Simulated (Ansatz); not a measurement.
# C2H6FNSi: the cost of one run

All numbers below are computed with Ansatz 0.2.0 (RKS r2SCAN-D4/STO-3G).

**1. The structure to begin with**

Bond lengths: N1–C2 1.339 Å, C2–F3 1.356 Å, C2–C4 1.478 Å, C4–Si5 1.850 Å, N1–H6 1.060 Å, C4–H7 1.065 Å, C4–H8 1.122 Å, Si5–H9 1.505 Å, Si5–H10 1.484 Å, Si5–H11 1.452 Å. Angles (14 of 16 angles, heavy atoms first): N1–C2–F3 119.8°, N1–C2–C4 118.7°, F3–C2–C4 121.4°, C2–C4–Si5 114.2°, C2–N1–H6 102.3°, C2–C4–H7 111.7°, C2–C4–H8 104.1°, Si5–C4–H7 112.9°, Si5–C4–H8 106.7°, C4–Si5–H9 110.2°, C4–Si5–H10 108.3°, C4–Si5–H11 110.5°, H7–C4–H8 106.4°, H9–Si5–H10 107.6°.

Structure file:

```xyz
11

N     1.2454    0.0206    1.8528
C     0.0657   -0.0131    1.2212
F    -1.0033    0.6299    1.7532
C    -0.0379   -0.7581   -0.0512
Si   -0.2146    0.3173   -1.5460
H     1.0425    0.6551    2.6777
H     0.7389   -1.4801   -0.1501
H    -0.9957   -1.3336    0.0469
H    -1.3548    1.2822   -1.3592
H     1.0286    1.1142   -1.6963
H    -0.4494   -0.4915   -2.7284
```

**2. Relaxing the start**

Contents of input.yaml:

```yaml
crystal:
  periodic: [false, false, false]
  atoms:
    - { symbol: "N", position_ang: [1.2454, 0.0206, 1.8528] }
    - { symbol: C, position_ang: [0.0657, -0.0131, 1.2212] }
    - { symbol: F, position_ang: [-1.0033, 0.6299, 1.7532] }
    - { symbol: C, position_ang: [-0.0379, -0.7581, -0.0512] }
    - { symbol: Si, position_ang: [-0.2146, 0.3173, -1.546] }
    - { symbol: H, position_ang: [1.0425, 0.6551, 2.6777] }
    - { symbol: H, position_ang: [0.7389, -1.4801, -0.1501] }
    - { symbol: H, position_ang: [-0.9957, -1.3336, 0.0469] }
    - { symbol: H, position_ang: [-1.3548, 1.2822, -1.3592] }
    - { symbol: H, position_ang: [1.0286, 1.1142, -1.6963] }
    - { symbol: H, position_ang: [-0.4494, -0.4915, -2.7284] }
basis:
  gaussian: { orbitals: STO-3G }
hamiltonian:
  xc: r2scan
  dispersion: d4
relax:
  f_tol: 0.02
  max_steps: 40
```

Command:

```bash
ansatz run input.yaml --threads 1 --pin off --max-ram 2048MiB --backend cpu --events-out ev --progress --plain --runs-dir out
```

What time and memory should one allow on 1 thread of Intel Xeon 6975P-C (Granite Rapids), shared host?

About 17 s, with a peak of 0.18 GiB.
